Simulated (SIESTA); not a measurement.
Mg6MnSi:

```xyz
8
Lattice="4.7886 0.0000 0.0000 0.0000 3.0947 5.3043 0.0000 -3.0947 5.3043" Properties=species:S:1:pos:R:3 pbc="T T T"
Mn    0.0000    0.0000    8.7265
Si    2.3943    0.0000    7.2271
Mg    2.3943    0.0000    1.7688
Mg    2.3943    1.6010    4.3627
Mg    2.3943   -1.6010    4.3627
Mg    0.0000    0.0000    3.5457
Mg    0.0000    1.5146    6.2205
Mg    0.0000   -1.5146    6.2205
```

The cell comes from a database or a generator and needn't be the stable form of this composition.

```yaml
Program: SIESTA 5.4.2
Task: single point
Functional: PBEsol
Potentials_or_basis: PseudoDojo 0.4 standard (PBEsol files)
Basis: DZP (energy shift 0.003 Ry; two zetas on semicore shells)
Grid_cutoff: 800 Ry
Energy_shift: 0.003 Ry
k_mesh: 6 × 5 × 5
Occupations: fermi-dirac, width 0.05 eV
Spin: collinear spin, ferromagnetic start
Starting_moments: "[4.0, 0.0, 0.0, 0.0, 0.0, 0.0, 0.0, 0.0] μB"
```

On this cell: pressure 0.5 GPa; largest force 0.104 eV/Å; net moment 3.40 μB per cell; site moments Mn +4.01; Si -0.10; Mg +0.08, -0.12, -0.14, -0.11 μB; band gap on the k mesh none (metal or under the smearing width).

The same run follows on a disturbed copy (atoms moved at random, drawn with an rms of 0.05 Å):

```
Mn Si Mg
1.0
     4.78862    0.00000    0.00000
     0.00000    3.09474    5.30430
     0.00000   -3.09474    5.30430
Mn Si Mg
1 1 6
Direct
  0.99584 0.82076 0.82370
  0.50168 0.67416 0.67980
  0.50138 0.16468 0.17321
  0.49213 0.66363 0.15528
  0.48787 0.15288 0.67556
  0.99940 0.33732 0.32986
  0.00845 0.82274 0.35063
  0.99939 0.34827 0.82013
```

Problem. What changes?

Solution. The energy (extrapolated to zero smearing) moves by +5.9 meV/atom; pressure 0.6 GPa; largest force 0.470 eV/Å; net moment 3.41 μB per cell; site moments Mn +4.03; Si -0.09; Mg +0.08, -0.12, -0.14, -0.11 μB; band gap on the k mesh none (metal or under the smearing width).

Forces on the atoms (eV/Å):
```
Mn  -0.079  0.026  0.019
Si   0.020  0.034  0.112
Mg   0.053 -0.013 -0.160
Mg   0.226  0.081  0.159
Mg   0.242  0.034 -0.075
Mg  -0.160 -0.121 -0.094
Mg  -0.212  0.409 -0.034
Mg  -0.089 -0.455  0.079
```

Stress tensor (GPa, compression positive):
```
 0.10  0.12 -0.21
 0.12  0.83  0.13
-0.21  0.13  0.76
```

Caveats: short orbitals over semicore shells can move pressures by several GPa; the basis of atomic orbitals isn't converged, which shifts pressures, moduli and gaps.
